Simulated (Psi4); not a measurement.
# CH4AlClF2 (SMILES FCF.[H][Al]([H])[Cl]), run twice

Aim: the interaction energy of CH4AlClF2 at SCS-MP2/6-31+G* (density fitting, Cartesian functions, counterpoise cp, fragments set).

The calculation is run with Psi4 1.11.

3 further runs of the same task are left out: 3 set aside as unsound or not needed.

**1. The molecule**

CH4AlClF2: 9 atoms, total charge 0, spin state singlet. SMILES: `FCF.[H][Al]([H])[Cl]`. The shape comes from GFN2-xTB, which is rough for such elements, and wasn't checked as a minimum.

Bond lengths: F1–C2 1.332 Å, C2–F3 1.372 Å, F3–Al6 2.112 Å, Al6–Cl9 2.031 Å, C2–H4 1.097 Å, C2–H5 1.098 Å, Al6–H7 1.535 Å, Al6–H8 1.559 Å. Some angles: F1–C2–F3 107.1°, C2–F3–Al6 120.4°, F3–Al6–Cl9 101.7°, F1–C2–H4 109.7°, F1–C2–H5 110.0°, F3–C2–H4 108.2°, F3–C2–H5 107.5°, F3–Al6–H7 94.6°, F3–Al6–H8 88.0°, H7–Al6–Cl9 122.1°.

**2. First attempt**

The input, ch4alclf2.in:

```
memory 1600 MB

molecule {
  0 1
  F     -1.774240    -1.572140     0.408180
  C     -0.786050    -1.113370    -0.357720
  F      0.223730    -0.715180     0.482180
  H     -0.405320    -1.922330    -0.992930
  H     -1.121300    -0.227860    -0.912820
  --
  0 1
  Al     1.020810     1.235410     0.343830
  H      2.235370     0.936470     1.234260
  H      1.146130     1.015100    -1.194000
  Cl    -0.539140     2.363910     0.989020
  units angstrom
  symmetry c1
  no_reorient
  no_com
}

set {
  basis                   6-31+G*
  freeze_core             true
  diis                    false
  scf_initial_accelerator none
  guess                   core
  maxiter                 100
}

energy('scs-mp2', bsse_type='cp')
```

The run is started by

```console
$ psi4 -i ch4alclf2.in -o ch4alclf2.out -n 1
```

ch4alclf2.out:

```text
Psi4 1.11 release

  //>>>>>>>>>>>>>>>>>>>>>>>>>>>>>>>>>>>//
  //   ManyBody Setup: N-Body Levels 2 //
  //<<<<<<<<<<<<<<<<<<<<<<<<<<<<<<<<<<<//

    Model chemistry "(auto)" (§A):          3
        Number of 1-body computations:      2 (nocp: 0, cp: 2, vmfc_compute: 0)
        Number of 2-body computations:      1 (nocp: 0, cp: 1, vmfc_compute: 0)
```

Wall time 12 s (1 thread of AMD EPYC 7R43 (Zen 3), shared host); peak memory 0.44 GiB.

**3. Reading the log**

The run stopped without converging.

The log says `psi4.driver.p4util.exceptions.SCFConvergenceError: Could not converge SCF`. What is wrong: the convergence aids are set badly. The sound input differs in these keys, not all of which need be the cause: diis at its default in place of no; scf initial accelerator at its default in place of none; starting guess at its default in place of core.

**4. Second attempt**

The input, input.inp:

```
memory 1600 MB

molecule mol {
  0 1
  F     -1.774240    -1.572140     0.408180
  C     -0.786050    -1.113370    -0.357720
  F      0.223730    -0.715180     0.482180
  H     -0.405320    -1.922330    -0.992930
  H     -1.121300    -0.227860    -0.912820
  --
  0 1
  Al     1.020810     1.235410     0.343830
  H      2.235370     0.936470     1.234260
  H      1.146130     1.015100    -1.194000
  Cl    -0.539140     2.363910     0.989020
  symmetry c1
  no_reorient
  no_com
}

set basis 6-31+G*
set freeze_core true

energy("scs-mp2", bsse_type='cp')
print_variables()
```

The run is started by

```console
$ psi4 input.inp input.out -n 1
```

input.out:

```text
[...]
  Running in c1 symmetry.
[...]
  Nuclear repulsion =   72.491383553493577
[...]
  Multiplicity = 1
[...]
  Nalpha       = 16
  Nbeta        = 16
[...]
    Number of basis functions: 111
[...]
   @RHF iter   1:  -702.59084709122931   -5.57645e-01   1.27874e-03 ADIIS/DIIS
[...]
	SCS-MP2 Total Energy (a.u.)        :  -702.78730573566679
	SOS-MP2 Total Energy (a.u.)        :  -702.77342718435705
[...]
   @RHF iter  11:  -940.52225249926983   -3.86535e-12   3.45862e-09 DIIS
[...]
    Orbital Energies [Eh]
    ---------------------
    Doubly Occupied:
       1A   -104.798692     2A    -58.482643     3A    -26.407119
       4A    -26.367183     5A    -11.457185     6A    -10.535668
       7A     -8.004273     8A     -8.002449     9A     -8.002263
      10A     -4.905491    11A     -3.220315    12A     -3.219505
      13A     -3.217401    14A     -1.734234    15A     -1.664749
      16A     -1.079900    17A     -1.025652    18A     -0.847207
      19A     -0.833753    20A     -0.817975    21A     -0.734664
      22A     -0.703407    23A     -0.671978    24A     -0.585145
      25A     -0.571638    26A     -0.481627    27A     -0.480453
      28A     -0.465400    29A     -0.417017
[...]
  @RHF Final Energy:  -940.52225249926983
   => Energetics <=
    Nuclear Repulsion Energy =            284.7551486394823428
    One-Electron Energy =               -1871.0848297004554297
    Two-Electron Energy =                 645.8074285617033183
    Total Energy =                       -940.5222524992698254
[...]
 Multipole Moments:
 ------------------------------------------------------------------------------------
     Multipole            Electronic (a.u.)      Nuclear  (a.u.)        Total (a.u.)
 ------------------------------------------------------------------------------------
 L = 1.  Multiply by 2.5417464519 to convert [e a0] to [Debye]
 Dipole X            :         23.9695722          -24.0200442           -0.0504720
 Dipole Y            :        -55.4056805           54.3902485           -1.0154320
 Dipole Z            :        -48.7361177           47.7808936           -0.9552241
 Magnitude           :                                                    1.3950279
[...]
	SOS-MP2 Total Energy (a.u.)        :  -941.11334969759105
	SCSN-MP2 Total Energy (a.u.)       :  -940.82636595541908
[...]
	SOS-PI-MP2 Total Energy (a.u.)     :  -941.21186589731121
[...]
	MP2 Total Energy (a.u.)            :  -941.18762523431928
[...]
```

Run time: 36 s. Hardware: 1 thread of AMD EPYC 7R43 (Zen 3), shared host; peak memory 0.84 GiB.

**5. What came out**

Level: SCS-MP2/6-31+G* (density fitting, Cartesian functions, counterpoise cp, fragments set).

```
          quantity          value
interaction energy  -22.69 kJ/mol
```
